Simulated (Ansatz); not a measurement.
# Ti12Br: the cost of one run

Program: Ansatz 0.2.0. Level of theory: DFT PBE+D3(BJ), plane waves, PAW, scalar-relativistic, no spin polarisation. These are calculated values, not measurements.

### Step 1. The starting structure

The cell holds 13 atoms (BrTi12): a = 5.900 Å, b = 5.900 Å, c = 15.685 Å, α = 90.00°, β = 90.00°, γ = 60.00°.

Coordinates:

```cif
data_structure
_symmetry_space_group_name_H-M 'P 1'
_symmetry_Int_Tables_number 1
_cell_length_a 5.9000
_cell_length_b 5.9000
_cell_length_c 15.6846
_cell_angle_alpha 90.000
_cell_angle_beta 90.000
_cell_angle_gamma 60.000
_cell_volume 472.83
loop_
_atom_site_label
_atom_site_type_symbol
_atom_site_fract_x
_atom_site_fract_y
_atom_site_fract_z
_atom_site_occupancy
Ti1 Ti 0.00000 0.00000 0.06376 1
Ti2 Ti 0.50000 0.00000 0.06376 1
Ti3 Ti 0.00000 0.50000 0.06376 1
Ti4 Ti 0.50000 0.50000 0.06376 1
Ti5 Ti 0.83333 0.33333 0.21309 1
Ti6 Ti 0.33333 0.33333 0.21309 1
Ti7 Ti 0.83333 0.83333 0.21309 1
Ti8 Ti 0.33333 0.83333 0.21309 1
Ti9 Ti 0.00000 0.00000 0.36243 1
Ti10 Ti 0.50000 0.00000 0.36243 1
Ti11 Ti 0.00000 0.50000 0.36243 1
Ti12 Ti 0.50000 0.50000 0.36243 1
Br1 Br 0.84442 0.34170 0.51481 1
```

### Step 2. End point A

input.yaml reads:

```yaml
crystal:
  lattice:
    - [5.9, 0.0, 0.0]
    - [2.95, 5.10955, 0.0]
    - [0.0, 0.0, 15.6846]
  atoms:
    - { symbol: Ti, position: [0.0, 0.0, 0.0637568] }
    - { symbol: Ti, position: [0.5, 0.0, 0.0637568] }
    - { symbol: Ti, position: [0.0, 0.5, 0.0637568] }
    - { symbol: Ti, position: [0.5, 0.5, 0.0637568] }
    - { symbol: Ti, position: [-0.1666667, 0.3333333, 0.2130944] }
    - { symbol: Ti, position: [0.3333333, 0.3333333, 0.2130944] }
    - { symbol: Ti, position: [-0.1666667, 0.8333333, 0.2130944] }
    - { symbol: Ti, position: [0.3333333, 0.8333333, 0.2130944] }
    - { symbol: Ti, position: [0.0, 0.0, 0.3624319] }
    - { symbol: Ti, position: [0.5, 0.0, 0.3624319] }
    - { symbol: Ti, position: [0.0, 0.5, 0.3624319] }
    - { symbol: Ti, position: [0.5, 0.5, 0.3624319] }
    - { symbol: Br, position: [0.8444211, 0.3417037, 0.5148107] }
basis:
  ecutwfc: 420.0
kpoints:
  mp_grid: { grid: [4, 4, 1] }
hamiltonian:
  xc: pbe
  dispersion: d3bj
  pseudopotentials: { kind: paw, azcp: { folder: soft_1 } }
scf:
  occupations: { method: fermi_dirac, width: 0.15 }
  lower_state_search: "off"
relax:
  f_tol: 0.03
  max_steps: 60
  adjacent_minimum: "off"
  constraints: [{ sites: [0, 1, 2, 3] }]
```

The run is started by

```sh
ansatz run input.yaml --threads 4 --pin off --max-ram 10240MiB --backend cpu --events-out ev --progress --plain --runs-dir out
```

What time and memory should one allow on 4 threads of AMD EPYC 7B13 (Zen 3), shared host?

About 39 s, with a peak of 1.3 GiB.
